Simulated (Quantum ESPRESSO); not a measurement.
Runs of Quantum ESPRESSO 7.5 on KTaO3. It takes space group Pm-3m (No. 221, cubic). The conventional cell has a = 3.988 Å, b = 3.988 Å, c = 3.988 Å, α = 90.00°, β = 90.00°, γ = 90.00°. Around Ta (site symmetry m-3m) lie 6 O at 1.99 Å. K (site symmetry m-3m) has 12 O at 2.82 Å as nearest neighbours. O (site symmetry 4/mmm) has 2 Ta at 1.99 Å as nearest neighbours. 

```csv
task,k mesh,k mesh for the Wannier functions,projections,mesh quality,gap on the mesh (eV),pressure (GPa)
Wannier functions,4 × 4 × 4,4 × 4 × 4,-,not flagged,2.11,-0.1
dielectric tensor,10 × 10 × 10,-,-,not flagged,2.13,-0.1
dielectric tensor,2 × 2 × 2,-,-,coarse,(a),1.9
Wannier functions,4 × 4 × 4,4 × 4 × 4,"Ta spd, K sp, O sp",not flagged,2.11,-0.1
dielectric tensor,6 × 6 × 6,-,-,not flagged,2.13,-0.1
```

Alike in all rows: level PBEsol; potentials or basis GBRV 1.5 PBEsol; no spin polarisation; cell as given; cutoff (eV) 762; smearing fermi-dirac 0.05 eV.

Task: Estimate the missing entries.

Result: (a) 1.78.

Caveats: some runs use coarse meshes; spin-orbit coupling is left out, which moves the levels of the heavy elements; on a mesh that holds Γ this program's dielectric tensor can be off by some percent beyond the error of the mesh (some runs); the Wannier minimisation didn't converge (some runs).

A k mesh can miss the band edges, and the runs leave out spin-orbit coupling on Ta.
